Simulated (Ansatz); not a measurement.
# GeH4F2 (SMILES FF.[GeH4]): Born-Oppenheimer dynamics

The task is to watch the atoms for 80 steps of 0.25 fs, started with velocities for 300 K and run at constant energy.

Method: PBE-D4/def2-SVP; program: Ansatz 0.2.0, Gaussian basis.

## 1. The system as given

The start, a pair relaxed at PBE0-D4: SMILES `FF.[GeH4]`, 7 atoms, charge 0, spin multiplicity 1.

Atoms are counted from 1 here; the program's logs count them from 0.

Bond lengths: F1–F2 1.376 Å, Ge3–H4 1.535 Å, Ge3–H5 1.534 Å, Ge3–H6 1.534 Å, Ge3–H7 1.534 Å. Angles: H4–Ge3–H5 109.4°, H4–Ge3–H6 109.4°, H4–Ge3–H7 109.4°, H5–Ge3–H6 109.5°, H5–Ge3–H7 109.5°, H6–Ge3–H7 109.5°.

Geometry (Å):

```
F     0.52904    0.27612   -2.46173
F    -0.70106   -0.26190   -2.76224
Ge    0.03427   -0.00287    1.04402
H    -0.17097   -0.12408    2.56018
H    -1.04711    0.91139    0.45376
H    -0.06376   -1.39310    0.40272
H     1.41950    0.59444    0.76328
```

## 2. Dynamics

Contents of md/in.yaml:

```yaml
crystal:
  periodic: [false, false, false]
  atoms:
    - {symbol: F, position_ang: [0.529037, 0.276124, -2.461730]}
    - {symbol: F, position_ang: [-0.701064, -0.261905, -2.762238]}
    - {symbol: Ge, position_ang: [0.034268, -0.002871, 1.044023]}
    - {symbol: H, position_ang: [-0.170974, -0.124080, 2.560177]}
    - {symbol: H, position_ang: [-1.047113, 0.911390, 0.453764]}
    - {symbol: H, position_ang: [-0.063756, -1.393101, 0.402722]}
    - {symbol: H, position_ang: [1.419502, 0.594443, 0.763281]}
basis:
  gaussian: {orbitals: def2-SVP}
hamiltonian: {xc: pbe, dispersion: d4}
md: {n_steps: 80, timestep: 0.25, temperature: 300, ensemble: nve, seed: 45, initial_velocities: maxwell_boltzmann}
```

Started as:

```sh
> ansatz run in.yaml --threads 4 --pin off --events-out ev --progress --plain --max-ram 9574MiB
```

**Question.** What will these runs give? Wanted: temperature at the start; mean temperature, second half; lowest and highest potential energy, from the first frame; largest change of potential + kinetic.

The runs gave:

```
                                                 quantity              value
                                                   length  80 steps, 20.0 fs
                                 temperature at the start              300 K
                            mean temperature, second half              237 K
lowest and highest potential energy, from the first frame      -5 and 76 meV
                    largest change of potential + kinetic            0.1 meV
```

In words: With no thermostat the total energy should stay fixed; it holds within 0.1 meV, small beside the kinetic energy, so the time step serves. The instant temperature ranges from 182 to 309 K, as energy passes between motion and strain. No bond breaks or forms, judged by distance.
